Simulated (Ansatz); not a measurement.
# BrClH₄OSi₂: small, medium and large basis sets

Aim: see how fast density functionals converge with the basis set for BrClH₄OSi₂.

Program: Ansatz 0.2.0, Gaussian basis. Level of theory: one geometry, several basis sets. These are calculated values, not measurements.

Levels to be run: PBE0-D4/def2-SVP; ωB97M-V/def2-SVP; PBE0-D4/def2-QZVPP; ωB97M-V/def2-QZVPP; the functionals' def2-TZVPP values are taken from earlier runs.

## Step 1: The relaxed structure

All runs share one geometry, relaxed beforehand with PBE0-D4 in a triple-zeta def2 set.

9 atoms, charge 0, spin multiplicity 1.

Atoms are counted from 1 here; the program's logs count them from 0.

Bond lengths: O1–Si2 1.628 Å, O1–H6 0.960 Å, Si2–Si3 2.329 Å, Si2–Cl4 2.055 Å, Si2–Br5 2.225 Å, Si3–H7 1.484 Å, Si3–H8 1.485 Å, Si3–H9 1.485 Å. Angles: Si2–O1–H6 119.0°, O1–Si2–Si3 109.2°, O1–Si2–Cl4 110.2°, O1–Si2–Br5 110.0°, Si3–Si2–Cl4 110.6°, Si3–Si2–Br5 110.3°, Cl4–Si2–Br5 106.5°, Si2–Si3–H7 107.8°, Si2–Si3–H8 109.4°, Si2–Si3–H9 109.2°, H7–Si3–H8 110.1°, H7–Si3–H9 110.1°, H8–Si3–H9 110.2°.

## Step 2: PBE0-D4 in def2-SVP

in.yaml reads:

```yaml
crystal:
  periodic: [false, false, false]
  atoms:
    - {symbol: O, position_ang: [-1.878966, -0.446711, 0.158421]}
    - {symbol: Si, position_ang: [-0.504840, 0.348341, 0.519946]}
    - {symbol: Si, position_ang: [1.229538, -0.480161, -0.795265]}
    - {symbol: Cl, position_ang: [-0.066704, 0.133381, 2.516652]}
    - {symbol: Br, position_ang: [-0.771938, 2.528733, 0.163952]}
    - {symbol: H, position_ang: [-2.691713, -0.197955, 0.605090]}
    - {symbol: H, position_ang: [2.464817, 0.259394, -0.435004]}
    - {symbol: H, position_ang: [1.405836, -1.929579, -0.524162]}
    - {symbol: H, position_ang: [0.902472, -0.261642, -2.226729]}
basis:
  gaussian: {orbitals: def2-SVP}
hamiltonian: {xc: pbe0, dispersion: d4}
output: {orbitals: {seedname: orbitals}}
```

After this run come: ωB97M-V in def2-SVP; PBE0-D4 in def2-QZVPP; ωB97M-V in def2-QZVPP.

Q: Predict the results of all the runs planned. Wanted: PBE0-D4: double and triple zeta above quadruple; ωB97M-V: double and triple zeta above quadruple.

**Answer**, as computed:

| quantity | value |
| --- | --- |
| PBE0-D4: double and triple zeta above quadruple | 23.66, 2.45 eV |
| ωB97M-V: double and triple zeta above quadruple | 23.53, 2.34 eV |

In words: For PBE0-D4 the step from double to triple zeta gains 21.20 eV and the next only 2.45 eV. Total energies overstate the basis error of differences, where much of it tends to cancel. The LUMO of ωB97M-V is positive and keeps falling with the basis (1.78 to 1.17 eV): an unbound level that the basis holds in place.
